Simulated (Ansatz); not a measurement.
# CaPb: how the settings move a relaxation

Aim: see which settings change the result for CaPb, by how much, and at what cost.

Computed with Ansatz 0.2.0 (reference: DFT, r2SCAN, PAW with Ansatz's default frozen-core files, scalar-relativistic, unless a step's input says otherwise).

## Step 1: Starting point

It takes space group P4/mmm (No. 123, tetragonal). The conventional cell has a = 3.567 Å, b = 3.567 Å, c = 4.628 Å, α = 90.00°, β = 90.00°, γ = 90.00°. Around Ca (site symmetry 4/mmm) lie 8 Pb at 3.42 Å and 4 Ca at 3.57 Å. Pb (site symmetry 4/mmm) is surrounded by 8 Ca at 3.42 Å and 4 Pb at 3.57 Å.

As a file:

```
Ca Pb
1.0
     3.56664    0.00000    0.00000
     0.00000    3.56664    0.00000
     0.00000    0.00000    4.62751
Ca Pb
1 1
Direct
  0.00000 0.00000 0.00000
  0.50000 0.50000 0.50000
```

## Step 2: Reference

Contents of input.yaml:

```yaml
crystal:
  lattice:
    - [3.5666355947, 0.0, 0.0]
    - [0.0, 3.5666355947, 0.0]
    - [0.0, 0.0, 4.62751189]
  atoms:
    - { symbol: Ca, position: [0.0, 0.0, 0.0] }
    - { symbol: Pb, position: [0.5, 0.5, 0.5] }
kpoints:
  mp_grid: { grid: [12, 12, 9] }
scf:
  occupations: { method: fermi_dirac, width: 0.05 }
hamiltonian:
  xc: r2scan
  pseudopotentials: { kind: paw }
output:
  forces: true
  stress: true
relax:
  f_tol: 0.005
  max_steps: 50
  cell: {}
```

Run with:

```sh
$ ansatz run input.yaml --threads 1 --pin off --max-ram 2048MiB --backend cpu --events-out ev --progress --plain --runs-dir out
```

## Step 3: Changing settings: mixing.algorithm broyden, mixing.beta 0.3, mixing.ndim 4, xc_grid 3

input.yaml, as its differences from that of step 2:

```diff
@@ -12,2 +12,3 @@
   occupations: { method: fermi_dirac, width: 0.05 }
+  mixing: { algorithm: broyden, beta: 0.3, ndim: 4 }
 hamiltonian:
@@ -18,2 +19,6 @@
   stress: true
+  write_density: true
+  write_potential: true
+  elf: true
+  volumetric_format: npy
 relax:
@@ -22 +27,3 @@
   cell: {}
+basis:
+  xc_grid: 3
```

Q: Predict the outcome of this session. Wanted: for each run, ending; energy change; pressure; gap; force.

**Answer**, as computed:

```tsv
run	ending	energy change	pressure (GPa)	gap (eV)	force (eV/Å)	cycles	time
reference	converged	0	0.0	0.00	0.00	17	56 s
1: mixing.algorithm broyden, mixing.beta 0.3, mixing.ndim 4, xc_grid 3	converged	0.0 meV/atom	0.0	0.00	0.00	23	73 s
```

Times don't compare one to one where runs were asked for different outputs or read a saved state (see the inputs); cycles may leave out searches for a lower state.

**Reading.** Changing the mixing and numerical grids hardly moves the energy: 0.0 meV/atom.
